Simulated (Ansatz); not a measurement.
# C₂H₆SeSi: one species, many methods

How much do the methods differ for C₂H₆SeSi? The plan is to run it at one geometry with functionals of several rungs and with coupled cluster. The yardstick is the atomisation energy at the CCSD(T) limit.

The runs use Ansatz 0.2.0, Gaussian basis; functionals in def2-TZVPP, the program's frozen cores in correlated methods.

The runs, in order: PBE-D4, r2SCAN-D4, PBE0-D4, B3LYP-D4, ωB97X-V, ωB97M-V, B2PLYP; CCSD(T)/def2-TZVPP; MP2/def2-QZVPP; extrapolation to the limit.

### 1 The relaxed structure

The geometry comes from an earlier relaxation with PBE0-D4 in a triple-zeta def2 set; it is a stationary point, not always the lowest conformer.

SMILES `C[SiH]1C[Se]1`, 10 atoms, charge 0, spin multiplicity 1.

Atoms are counted from 1 here; the program's logs count them from 0.

Bond lengths: C1–Si2 1.856 Å, C1–H5 1.092 Å, C1–H6 1.094 Å, C1–H7 1.091 Å, Si2–C3 1.838 Å, Si2–Se4 2.230 Å, Si2–H8 1.482 Å, C3–Se4 2.025 Å, C3–H9 1.085 Å, C3–H10 1.085 Å. Angles: Si2–C1–H5 110.6°, Si2–C1–H6 110.5°, Si2–C1–H7 110.1°, H5–C1–H6 108.2°, H5–C1–H7 108.4°, H6–C1–H7 109.0°, C1–Si2–C3 120.3°, C1–Si2–Se4 120.1°, C1–Si2–H8 113.5°, C3–Si2–Se4 58.8°, C3–Si2–H8 116.9°, Se4–Si2–H8 116.9°, Si2–C3–Se4 70.3°, Si2–C3–H9 120.1°, Si2–C3–H10 120.6°, Se4–C3–H9 111.6°, Se4–C3–H10 111.7°, H9–C3–H10 113.5° and more.

### 2 PBE-D4 (GGA)

in.yaml

```yaml
crystal:
  periodic: [false, false, false]
  atoms:
    - {symbol: C, position_ang: [-1.194866, 0.676353, -0.773820]}
    - {symbol: Si, position_ang: [-0.173100, -0.627000, 0.064602]}
    - {symbol: C, position_ang: [1.380321, -0.168983, 0.934138]}
    - {symbol: Se, position_ang: [1.821872, -1.187899, -0.759119]}
    - {symbol: H, position_ang: [-1.760849, 0.247071, -1.603482]}
    - {symbol: H, position_ang: [-1.905105, 1.117970, -0.069298]}
    - {symbol: H, position_ang: [-0.549934, 1.463490, -1.167717]}
    - {symbol: H, position_ang: [-0.979810, -1.715641, 0.663916]}
    - {symbol: H, position_ang: [1.746940, 0.851745, 0.893233]}
    - {symbol: H, position_ang: [1.697628, -0.708206, 1.820447]}
basis:
  gaussian: {orbitals: def2-TZVPP}
hamiltonian: {xc: pbe, dispersion: d4}
output: {forces: true, orbitals: {seedname: orbitals}}
```

Launch:

```console
$ ansatz run in.yaml --threads 4 --pin off --events-out ev --progress --plain --max-ram 10444MiB
```

Further steps of the session: r2SCAN-D4 (meta-GGA); PBE0-D4 (hybrid); B3LYP-D4 (hybrid); ωB97X-V (range-separated); ωB97M-V (range-separated); B2PLYP (double hybrid); CCSD(T) in def2-TZVPP; MP2 in def2-QZVPP.

Q: Predict the results of all the runs planned. Wanted: atomisation energy, CCSD(T)/CBS; farthest; mean size of error, hybrid; mean size of error, range-separated; gap, smallest and largest; T1 diagnostic; triples share of the correlation energy.

The runs gave:

```
                               quantity                                           value
        atomisation energy, CCSD(T)/CBS                                   3561.3 kJ/mol
 functionals within 35.6 kJ/mol (1.0 %)  r2SCAN-D4, PBE0-D4, B3LYP-D4, ωB97X-V, ωB97M-V
                               farthest                           B2PLYP (-53.0 kJ/mol)
             mean size of error, hybrid                                     11.5 kJ/mol
    mean size of error, range-separated                                      5.4 kJ/mol
              gap, smallest and largest            4.33 eV (PBE-D4), 10.72 eV (ωB97X-V)
                          T1 diagnostic                                          0.0102
triples share of the correlation energy                                           4.1 %
```

In words: PBE-D4 misses by +46.0 kJ/mol. Double hybrids carry the basis error of their MP2 part in triple zeta, and no dispersion term here, so their miss is partly the set-up's. The reference freezes the cores and leaves out relativity and excitations past (T), and its outer-core shells are covered unevenly, so misses under about 35.6 kJ/mol can't be ranked. All levels share the lack of spin-orbit coupling, which lowers the free heavy atoms and so the true binding. Hartree-Fock recovers 73 % of the binding; the rest is correlation. The gap grows from 4.3 to 10.7 eV across the functionals, mostly with the share of exact exchange. Correlated methods include outer-core shells of Se, which these sets cover unevenly.
